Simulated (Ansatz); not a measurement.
# GeH₄ + CH₂O: a complex and its separated parts

Aim: how far the complex at one end of a reaction step lies below its separated, relaxed parts, level by level.

Method: PBE0-D4/def2-TZVP structures, single points in def2-TZVPP, no counterpoise correction; program: Ansatz 0.2.0, Gaussian basis.

Levels: SPW92, PBE-D4, BLYP-D4, r2SCAN-D4, B97M-V, PBE0-D4, B3LYP-D4, r2SCAN0-D4, BHLYP-D4, CAM-B3LYP-D4, wB97X-V, wB97M-V, B2PLYP, PBE-QIDH, RPA on PBE, Hartree-Fock, MP2, CCSD, CCSD(T).

Correlated methods freeze the cores. Filled d shells of the heavier atoms are correlated. B3LYP uses VWN-RPA correlation. B2PLYP carries no dispersion term here.

11 further runs of the same task are left out: 11 set aside as unsound or not needed.

## (1) Where the work starts

The complex: 9 atoms, charge 0, spin multiplicity 1.

Atoms are counted from 1 here; the program's logs count them from 0.

Bond lengths: Ge1–H4 1.537 Å, Ge1–H5 1.532 Å, Ge1–H6 1.539 Å, Ge1–H7 1.532 Å, O2–C3 1.196 Å, C3–H8 1.108 Å, C3–H9 1.108 Å. Angles: H4–Ge1–H5 109.9°, H4–Ge1–H6 108.0°, H4–Ge1–H7 110.1°, H5–Ge1–H6 109.0°, H5–Ge1–H7 110.7°, H6–Ge1–H7 109.1°, O2–C3–H8 121.9°, O2–C3–H9 121.8°, H8–C3–H9 116.3°.

Geometry (Å):

```
Ge   -0.6554    1.5440   -0.3230
O     1.0115   -1.2493   -0.5574
C     0.8297   -1.9441    0.3993
H    -0.9890    0.5697    0.8178
H     0.8346    1.8984   -0.2887
H    -1.4810    2.8254   -0.1102
H    -1.0323    0.9228   -1.6713
H     0.1524   -1.6406    1.2221
H     1.3295   -2.9263    0.5114
```

Its parts: GeH₄ holds atoms 1, 4, 5, 6, 7; CH₂O holds atoms 2, 3, 8, 9. Each part counts its atoms afresh in its own runs.

## (2) Relaxing GeH₄ alone

relax-a/in.yaml

```yaml
crystal:
  periodic: [false, false, false]
  atoms:
    - {symbol: Ge, position_ang: [-0.655442, 1.544005, -0.323017]}
    - {symbol: H, position_ang: [-0.989049, 0.569728, 0.817799]}
    - {symbol: H, position_ang: [0.834596, 1.898375, -0.288683]}
    - {symbol: H, position_ang: [-1.481047, 2.825376, -0.110189]}
    - {symbol: H, position_ang: [-1.032271, 0.922785, -1.671281]}
basis:
  gaussian: {orbitals: def2-TZVP}
hamiltonian: {xc: pbe0, dispersion: d4}
relax: {f_tol: 0.005, max_steps: 200}
```

No record of the launch command was kept for these runs.

Further steps of the session: Relaxing CH₂O alone; wB97M-V/def2-TZVPP; CCSD(T)/def2-TZVPP; Vibrations of GeH₄; Vibrations of CH₂O.

Q: Predict the outcome of this session. Wanted: complex less parts, CCSD(T)/def2-TZVPP; with zero-point energy; largest T1 diagnostic.

As calculated:

| quantity | value |
| --- | --- |
| complex less parts, CCSD(T)/def2-TZVPP | -2.01 kcal/mol |
| with zero-point energy | -1.09 kcal/mol |
| largest T1 diagnostic | 0.015 |

At CCSD(T) the complex lies 2.01 kcal/mol below its parts. PBE0-D4 is the best functional here (0.00 kcal/mol from CCSD(T)); SPW92 is the worst (-1.20 kcal/mol). By rung, the mean size of the error is: LDA 1.20, GGA 0.12, meta-GGA 0.15, hybrid 0.08, range-separated hybrid 0.14, double hybrid 0.64 kcal/mol. PBE-D4 gives a relative energy 0.12 kcal/mol too low, an error of 6 % of the reference. No counterpoise was applied, and triple zeta lacks some correlation, so the CCSD(T) reference has a basis error of its own, and close matches with it are partly luck.
